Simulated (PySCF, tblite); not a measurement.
# C6H15OP: geometry, infrared bands and NMR shifts

What infrared bands and NMR shifts should C6H15OP (`CC[C@@H](C)[P@H](=O)CC`) show?

The runs use tblite 0.8.0 and PySCF 2.14.0, with density-fitted response routines of our own; the level of theory stands in each step. All values are computed, except where a source is named. Atoms are numbered from 0 throughout.

## Step 1: The starting structure

23 atoms, charge 0, multiplicity 1; geometry from: force field or distance geometry start.

Bonds of the start (Å): C0–C1 1.51, C1–C2 1.56, C2–C3 1.51, C2–P4 1.83, P4–O5 1.51, P4–C6 1.82, C6–C7 1.52, C0–H8 1.09, C0–H9 1.10, C0–H10 1.11, C1–H11 1.11, C1–H12 1.08, C2–H13 1.09, C3–H14 1.09, C3–H15 1.11, C3–H16 1.10, P4–H17 1.41, C6–H18 1.10, C6–H19 1.10, C7–H20 1.09, C7–H21 1.10, C7–H22 1.10.

## Step 2: Geometry optimisation with GFN2-xTB

What the job is given:

```
{"job": {"kind": "relax", "xc": "GFN2-xTB", "basis": "xTB"}, "charge": 0, "multiplicity": 1}
C     -2.560700     1.126900    -0.549700
C     -2.182200    -0.243500    -0.046500
C     -0.726900    -0.301100     0.498500
C     -0.494300    -1.632400     1.176100
P      0.484000     0.024900    -0.836900
O      0.586700    -1.198600    -1.724100
C      2.039900     0.222600     0.081100
C      3.186700     0.677500    -0.799800
H     -1.983800     1.407100    -1.430600
H     -2.425500     1.892100     0.225700
H     -3.629500     1.135100    -0.835200
H     -2.878200    -0.532300     0.763400
H     -2.304900    -0.974800    -0.837000
H     -0.601100     0.499300     1.233700
H     -0.577900    -2.459000     0.475000
H     -1.220100    -1.804500     2.001500
H      0.507600    -1.676000     1.627700
H      0.189200     1.251800    -1.466600
H      1.877200     0.960400     0.883300
H      2.305100    -0.730200     0.564000
H      3.362200    -0.052300    -1.592200
H      2.937100     1.629400    -1.281000
H      4.104700     0.804500    -0.209900
```

Run with:

```console
> OMP_NUM_THREADS=1 python probes_run.py task.json out
```

The driver reads the jobs from task.json and runs them one after another.

**Question.** This job is followed by: GFN2-xTB harmonic vibrations, gas phase; GIAO PBE0/pcSseg-1 NMR shielding, non-relativistic, gas phase. What will the session give for the following? strongest single infrared mode (GFN2-xTB); zero-point energy (GFN2-xTB); 13C shifts against TMS (PBE0/pcSseg-1); 1H shifts against TMS (PBE0/pcSseg-1, means over atoms taken as alike); 31P shifts against H3PO4 (PBE0/pcSseg-1); 17O shifts against H2O (PBE0/pcSseg-1).

As calculated:

| quantity | value |
| --- | --- |
| strongest single infrared mode (GFN2-xTB) | 2251 cm⁻¹, 251 km/mol |
| zero-point energy (GFN2-xTB) | 125.2 kcal/mol |
| 13C shifts against TMS (PBE0/pcSseg-1) | 40.4, 28.2, 25.2, 15.7, 15.5, 9.8 ppm |
| 1H shifts against TMS (PBE0/pcSseg-1, means over atoms taken as alike) | 7.10, 2.06, 1.72, 1.45, 1.44, 1.26, 1.18, 0.97, 0.87 ppm |
| 31P shifts against H3PO4 (PBE0/pcSseg-1) | 4.1 ppm |
| 17O shifts against H2O (PBE0/pcSseg-1) | 47.1 ppm |

In words: Over 123 steps the energy fell by 0.359 eV; of the close pairs, P4–O5 changed most, 1.515 to 1.464 Å. No mode is imaginary among the 63: a minimum at this level. The strongest single mode, at 2251 cm⁻¹, moves mainly H17. GFN2-xTB is a fitted tight-binding method: band positions and strengths are rough. Its intensities can rank the bands wrongly. At PBE0/pcSseg-1: Shielding is most anisotropic at P4 (span 239 ppm, paramagnetic term -655 ppm).
